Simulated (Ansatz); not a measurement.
Geometry optimisation, DFT PBE, scalar-relativistic, plane waves, PAW in Ansatz.

Input:

```yaml
crystal:
  lattice:
    - [-4.1337, -4.1337, 0.0]
    - [4.1337, -4.1337, 0.0]
    - [0.0, 0.0, 5.3034]
  atoms:
    - { symbol: Si, position: [0.5, 0.5, 0.0] }
    - { symbol: Si, position: [0.0, 0.5, 0.25] }
    - { symbol: O, position: [0.1943, 0.5, 0.0] }
    - { symbol: O, position: [0.0, 0.1943, 0.25] }
    - { symbol: O, position: [0.8057, 0.5, 0.0] }
    - { symbol: O, position: [0.0, 0.8057, 0.25] }
    - { symbol: Si, position: [0.5, 0.5, 0.5] }
    - { symbol: Si, position: [0.0, 0.5, 0.75] }
    - { symbol: O, position: [0.1943, 0.5, 0.5] }
    - { symbol: O, position: [0.0, 0.1943, 0.75] }
    - { symbol: O, position: [0.8057, 0.5, 0.5] }
    - { symbol: O, position: [0.0, 0.8057, 0.75] }
    - { symbol: Si, position: [0.0, 0.0, 0.0] }
    - { symbol: Si, position: [0.5, 0.0, 0.25] }
    - { symbol: O, position: [0.6943, 0.0, 0.0] }
    - { symbol: O, position: [0.5, 0.6943, 0.25] }
    - { symbol: O, position: [0.3057, 0.0, 0.0] }
    - { symbol: O, position: [0.5, 0.3057, 0.25] }
    - { symbol: Si, position: [0.0, 0.0, 0.5] }
    - { symbol: Si, position: [0.5, 0.0, 0.75] }
    - { symbol: O, position: [0.6943, 0.0, 0.5] }
    - { symbol: O, position: [0.5, 0.6943, 0.75] }
    - { symbol: O, position: [0.3057, 0.0, 0.5] }
    - { symbol: O, position: [0.5, 0.3057, 0.75] }
    - { symbol: Li, position: [0.2446506, 0.7504979, 0.3646817], spin: 1.0 }
magnetization:
  spin_polarized: true
basis:
  ecutwfc: 420.0
kpoints:
  mp_grid: { grid: [2, 2, 2] }
hamiltonian:
  xc: pbe
  pseudopotentials: { kind: paw, azcp: { folder: soft_1 } }
scf:
  occupations: { method: gaussian, width: 0.05 }
  lower_state_search: "off"
relax:
  f_tol: 0.03
  max_steps: 60
  adjacent_minimum: "off"
```

Command:

```bash
$ ansatz run input.yaml --threads 2 --pin off --max-ram 5120MiB --backend cpu --events-out ev --progress --plain --runs-dir out
```

Where does it end, and by what steps?

The run converged. Limits of this set-up: coarse k mesh, a small cell, in which the defect meets its images. After 6 steps the energy has fallen by 0.965 eV; Li25 moved furthest, 0.58 Å.

```csv
step,energy less start (eV),largest force component (eV/Å),accepted
0,0.0000,3.373,yes
1,-0.4199,2.331,yes
2,-0.7877,0.322,yes
3,-0.8077,0.527,yes
4,-0.9147,0.239,yes
5,-0.9639,0.072,yes
6,-0.9651,0.012,yes
```

```xyz
25
Lattice="-4.1337 -4.1337 0.0000 4.1337 -4.1337 0.0000 0.0000 0.0000 5.3034" Properties=species:S:1:pos:R:3
Si -0.036 -4.147 0.004
Si 2.075 -1.933 1.350
O 1.311 -2.935 0.065
O 0.782 -0.809 1.350
O -1.318 -5.337 -0.016
O 3.466 -3.207 1.350
Si -0.036 -4.147 2.696
Si 2.051 -2.103 4.002
O 1.311 -2.935 2.635
O 0.751 -0.881 4.002
O -1.318 -5.337 2.716
O 3.365 -3.298 4.002
Si 0.038 0.015 0.004
Si -2.073 -2.199 1.350
O -2.813 -2.929 -0.016
O 0.669 -5.059 1.350
O -1.309 -1.197 0.064
O -0.780 -3.323 1.350
Si 0.038 0.015 2.696
Si -2.049 -2.029 4.002
O -2.813 -2.929 2.717
O 0.771 -4.967 4.002
O -1.309 -1.197 2.636
O -0.749 -3.251 4.002
Li 2.068 -4.133 1.350
```

Whether the end is a true minimum wasn't checked by a vibrational analysis.

Run time: 80 s on 2 threads of Arm Neoverse V2, on a shared host, peak memory 0.59 GiB.
